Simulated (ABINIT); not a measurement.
Runs of ABINIT 10.8.3 (patched build) on SiF. It takes space group Pm-3m (No. 221, cubic). The conventional cell has a = 3.029 Å, b = 3.029 Å, c = 3.029 Å, α = 90.00°, β = 90.00°, γ = 90.00°. Around Si (site symmetry m-3m) lie 8 F at 2.62 Å. F (site symmetry m-3m) has 8 Si at 2.62 Å as nearest neighbours. The cell was built by a generator and needn't be a form met in nature.

| task | level | potentials or basis | cell | k mesh | stop of the response cycle (tolvrs) | acoustic sum rule (asr) | cell freedom (optcell) | optimiser (ionmov) | cutoff smearing ecutsm (Ha) | gap on the mesh (eV) | pressure (GPa) |
| --- | --- | --- | --- | --- | --- | --- | --- | --- | --- | --- | --- |
| phonons | PBE+D3 | PseudoDojo NC SR PBE v0.5 standard | as given | 8 × 8 × 8, shifted | 1e-08 | 1 | - | - | - | - | -0.8 |
| relaxation of cell and atoms | PBE+D3(BJ) | PseudoDojo NC SR PBE v0.4.1 standard | relaxed | 7 × 7 × 7 | - | - | 2 | 2 | 0.5 | none | 0.0 |
| single point | PBE+D3 | PseudoDojo NC SR PBE v0.5 standard | as given | 7 × 7 × 7 | - | - | - | - | - | none | -1.0 |
| single point | RPBE | PseudoDojo NC SR PBE v0.5 stringent | as given | 7 × 7 × 7 | - | - | - | - | - | none | (a) |

Alike in all rows: no spin polarisation; cutoff (eV) 1143; smearing fermi-dirac 0.05 eV.

Question: Estimate the missing entries.

Answer: (a) 1.8.

Caveats: an odd number of electrons without spin polarisation forces a metal (some runs); a magnetic or distorted state may lie lower (some runs); pairwise dispersion overbinds metals, which lowers pressure and volume (some runs); some modes are imaginary (some runs); the potentials were made for another functional, which shifts forces and pressure (some runs).

A k mesh can miss the band edges.

A gap of «none» marks a metal or a gap under the smearing width.

Not every run made on this cell is shown here.
